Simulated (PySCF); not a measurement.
# C4H11AsGe: the cost of one run

Computed with PySCF 2.14.0 and routines of our own; the level stands in each step. Atoms count from 0.

### Step 1. The starting structure

17 atoms, charge 0, multiplicity 1; geometry from: GFN2-xTB.

### Step 2. Optimising the geometry at PBE0-D3(BJ)/def2-SVP

Job settings and geometry (Å):

```
{"job": {"xc": "PBE0", "basis": "def2-SVP", "d3": "d3bj", "grid": 1, "kind": "geom"}, "charge": 0, "multiplicity": 1}
C     -1.590352    -1.273963    -0.940474
C     -1.320177    -0.313173    -0.071940
C     -2.026943     1.004510    -0.086535
Ge     0.100627    -0.481524     1.280231
As     1.794029     1.189936     0.926953
C      2.473863     0.374325    -0.745096
H     -1.062102    -2.214525    -0.918821
H     -2.351436    -1.171297    -1.701668
H     -1.302687     1.809584    -0.241607
H     -2.782203     1.053620    -0.869419
H     -2.504177     1.177960     0.879008
H      0.580615    -1.924984     1.235113
H     -0.572719    -0.371165     2.638354
H      2.758310     0.465365     1.828990
H      1.760934     0.561664    -1.548177
H      3.424663     0.825970    -1.026290
H      2.612757    -0.700274    -0.648531
```

Command:

```sh
$ OMP_NUM_THREADS=1 python excited_run.py task.json out
```

This one command runs all jobs of the session in turn.

Q: Estimate the wall time and peak memory of this first job on 1 thread of Arm Neoverse V1, shared host.

About 1.9 min, with a peak of 0.76 GiB.
